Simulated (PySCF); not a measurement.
# InHClF (SMILES [F][InH][Cl]) at 6 levels

Aim: a comparison of 6 runs (BP86/def2-SVP, BP86/ma-def2-SVP, BP86/def2-TZVP, BP86/ma-def2-TZVP, BP86/def2-TZVPD, BP86/def2-TZVPPD) of InHClF. The job is set up through a Python script.

Program for the calculation: PySCF 2.14.0.

1 further run of the same task is left out (set aside as unsound or not needed).

**1. Starting point**

The species is InHClF (4 atoms), meant as a singlet with charge 0. As SMILES, `[F][InH][Cl]`. The coordinates come from a PBE0-D4/def2-TZVP relaxation.

Bond lengths: F1–In2 1.939 Å, In2–Cl3 2.305 Å, In2–H4 1.688 Å. Angles: F1–In2–Cl3 109.3°, F1–In2–H4 121.8°, Cl3–In2–H4 128.9°.

**2. Energy and one-electron properties at BP86/def2-SVP (core potential) (run 1)**

File calc.py:

```python
from pyscf import gto, dft

mol = gto.M(
    atom='''
F     -1.569200    -0.190500     0.987800
In    -0.021100     0.130300    -0.135600
Cl     1.671100    -1.313100     0.468200
H     -0.025300     1.312800    -1.340700
''',
    verbose=4,
    ecp={'In': 'def2-svp'},
    spin=0,
    max_memory=1860,
    basis='def2-svp',
)

myscf = dft.RKS(mol, xc='bp86')
myscf.grids.level = 4
myscf.conv_tol = 1e-10
myscf.kernel()
if not myscf.converged:
    myscf = myscf.newton().run(myscf.mo_coeff, myscf.mo_occ)

energy = myscf.e_tot
print('E(%s) = %.9f' % ('BP86', energy))
myscf.analyze()
quad = myscf.quad_moment()
```

Run with:

```bash
$ OMP_NUM_THREADS=1 python calc.py
```

Standard output:

```text
PySCF version 2.14.0

[... 84 lines left out ...]
Two-electron Coulomb Energy =          582.271901943434727
[... 14 lines left out ...]
MO #12  energy= -0.76684076281951  occ= 2
[... 12 lines left out ...]
MO #25  energy= -0.0959699151861567 occ= 0
[... 12 lines left out ...]
MO #38  energy= 0.58205650670266   occ= 0
[... 12 lines left out ...]
MO #51  energy= 1.42276953440045   occ= 0
[... 82 lines left out ...]
Dipole moment(X, Y, Z, Debye):  0.49896,  1.72037, -2.01311
Traceless quadrupole moment (Debye*A):
```

Run time: 5.7 s. Hardware: 1 thread of Arm Neoverse V2, shared host; peak memory 0.31 GiB.

Atomic charges (e):

```csv
atom,Mulliken
F1,-0.380
In2,+0.653
Cl3,-0.224
H4,-0.049
```

**3. The charge distribution at BP86/ma-def2-SVP (core potential) (run 2)**

File calc.py:

```python
# [F][InH][Cl]
from pyscf import gto, dft

mol = gto.M(
    atom='''
F     -2.965358    -0.359993     1.866671
In    -0.039873     0.246231    -0.256247
Cl     3.157921    -2.481399     0.884770
H     -0.047810     2.480832    -2.533556
''',
    spin=0,
    charge=0,
    verbose=4,
    max_memory=1860,
    ecp={'In': 'def2-svp'},
    unit='bohr',
    basis='ma-def2-svp',
)

mf = dft.RKS(mol)
mf.xc = 'bp86'
mf.grids.level = 4
mf.conv_tol = 1e-10
mf.kernel()
if not mf.converged:
    mf = mf.newton().run(mf.mo_coeff, mf.mo_occ)

e_tot = mf.e_tot
print('Final energy', e_tot)
dip = mf.dip_moment()
pop, q = mf.mulliken_pop()
quad = mf.quad_moment()
```

Run with:

```bash
$ OMP_NUM_THREADS=1 python calc.py
```

Standard output:

```text
PySCF version 2.14.0

[... 77 lines left out ...]
converged SCF energy = -750.783022791928
Final energy -750.7830227919276
Dipole moment(X, Y, Z, Debye):  0.61007,  2.00783, -2.36373
[... 78 lines left out ...]
Traceless quadrupole moment (Debye*A):
```

Wall time 6.3 s (1 thread of Arm Neoverse V2, shared host); peak memory 0.35 GiB.

Atomic charges (e):

```csv
atom,Mulliken
F1,-0.396
In2,+0.582
Cl3,-0.214
H4,+0.028
```

**4. Energy and one-electron properties at BP86/def2-TZVP (core potential) (run 3)**

File calc.py:

```python
from pyscf import gto, dft

molecule = gto.M(
    atom='F -1.569200 -0.190500 0.987800; In -0.021100 0.130300 -0.135600; Cl 1.671100 -1.313100 0.468200; H -0.025300 1.312800 -1.340700',
    ecp={'In': 'def2-svp'},
    verbose=3,
    basis='def2-tzvp',
    max_memory=1860,
)

calc0 = dft.RKS(molecule)
calc0.xc = 'bp86'
calc0.grids.level = 4
calc0.conv_tol = 1e-10
calc0.kernel()
if not calc0.converged:
    calc0 = calc0.newton().run(calc0.mo_coeff, calc0.mo_occ)

energy = calc0.e_tot
print('Final energy', energy)
calc0.analyze()
quad = calc0.quad_moment()
```

Run with:

```bash
$ OMP_NUM_THREADS=1 python calc.py
```

Standard output:

```text
converged SCF energy = -751.069237177399
[... 16 lines left out ...]
MO #15  energy= -0.734472893867082 occ= 2
[... 21 lines left out ...]
MO #37  energy= 0.244918801981135  occ= 0
[... 21 lines left out ...]
MO #59  energy= 0.830009380843496  occ= 0
[... 21 lines left out ...]
MO #81  energy= 2.05586797992181   occ= 0
[... 21 lines left out ...]
MO #103 energy= 6.76908275463855   occ= 0
[... 26 lines left out ...]
Dipole moment(X, Y, Z, Debye):  0.53063,  1.82021, -2.13133
Traceless quadrupole moment (Debye*A):
```

It took 14 s on 1 thread of Arm Neoverse V2, shared host; peak memory 0.68 GiB.

Atomic charges (e):

```csv
atom,Mulliken
F1,-0.431
In2,+0.794
Cl3,-0.325
H4,-0.038
```

Runs 4 to 5 aren't shown in full; the table further down has their settings and results.

**5. The charge distribution at BP86/def2-TZVPPD (core potential) (run 6)**

File input.py:

```python
# [F][InH][Cl]
from pyscf import gto, dft

molecule = gto.M(
    atom=[
    ('F', (-1.569200, -0.190500, 0.987800)),
    ('In', (-0.021100, 0.130300, -0.135600)),
    ('Cl', (1.671100, -1.313100, 0.468200)),
    ('H', (-0.025300, 1.312800, -1.340700)),
],
    basis='def2-tzvppd',
    ecp={'In': 'def2-svp'},
    verbose=3,
    max_memory=1860,
    charge=0,
)

ks = dft.RKS(molecule)
ks.xc = 'bp86'
ks.grids.level = 4
ks.conv_tol = 1e-10
ks.kernel()
if not ks.converged:
    ks = ks.newton().run(ks.mo_coeff, ks.mo_occ)

etot = ks.e_tot
print('E = %.10f Eh' % etot)
dip = ks.dip_moment()
pop, q = ks.mulliken_pop()
quad = ks.quad_moment()
```

Run with:

```bash
$ OMP_NUM_THREADS=1 python input.py
```

Standard output:

```text
converged SCF energy = -751.071230976387
[... 1 line left out ...]
Dipole moment(X, Y, Z, Debye):  0.56282,  1.83790, -2.16594
[... 170 lines left out ...]
Traceless quadrupole moment (Debye*A):
```

Wall time 20 s (1 thread of Arm Neoverse V2, shared host); peak memory 1.2 GiB.

Atomic charges (e):

```csv
atom,Mulliken
F1,-0.492
In2,+0.971
Cl3,-0.392
H4,-0.086
```

**6. The series**

```csv
run,level,energy (Eh),dipole moment (D),HOMO energy (eV),LUMO energy (eV),wall time
1,BP86/def2-SVP (core potential),-750.767152,2.69,-7.54,-2.61,5.7 s
2,BP86/ma-def2-SVP (core potential),-750.783023,3.16,-7.90,-2.98,6.3 s
3,BP86/def2-TZVP (core potential),-751.069237,2.85,-7.77,-2.84,14 s
4,BP86/ma-def2-TZVP (core potential),-751.070388,2.94,-7.83,-2.91,16 s
5,BP86/def2-TZVPD (core potential),-751.071011,2.90,-7.82,-2.90,19 s
6,BP86/def2-TZVPPD (core potential),-751.071231,2.90,-7.82,-2.90,20 s
```

Convergence of the total energy of singlet InHClF with the basis set, against the last point:

```csv
basis set,from the last (mEh),wall time
def2-SVP,+304.079,5.7 s
ma-def2-SVP,+288.208,6.3 s
def2-TZVP,+1.994,14 s
ma-def2-TZVP,+0.843,16 s
def2-TZVPD,+0.219,19 s
def2-TZVPPD,+0.000,20 s
```

Convergence of the dipole moment of singlet InHClF with the basis set, against the last point:

```csv
basis set,from the last (D),wall time
def2-SVP,-0.2012,5.7 s
ma-def2-SVP,+0.2650,6.3 s
def2-TZVP,-0.0433,14 s
ma-def2-TZVP,+0.0430,16 s
def2-TZVPD,+0.0014,19 s
def2-TZVPPD,+0.0000,20 s
```

**7. What came out**

| quantity | value |
| --- | --- |
| run 6: total energy | -751.07123 Eh |
| run 6: dipole moment | 2.90 D |
| run 6: HOMO energy | -7.82 eV |
| run 6: LUMO energy | -2.90 eV |
| run 6: HOMO–LUMO gap | 4.92 eV |

**Reading.** For the total energy of singlet InHClF to stay within 10 mEh of the last point, def2-TZVP is the first point of the series from which all later ones do (14 s against 20 s). For the total energy of singlet InHClF to stay within 2 mEh of the last point, def2-TZVP is the first point of the series from which all later ones do (14 s against 20 s). For the dipole moment of singlet InHClF to stay within 0.1 D of the last point, def2-TZVP is the first point of the series from which all later ones do (14 s against 20 s). The dipole moment (its size) runs from 2.69 D (BP86/def2-SVP) to 3.16 D (BP86/ma-def2-SVP). The HOMO–LUMO gap runs from 4.92 eV (BP86/ma-def2-TZVP) to 4.93 eV (BP86/def2-TZVP). All runs together took 81 s, the longest 20 s.
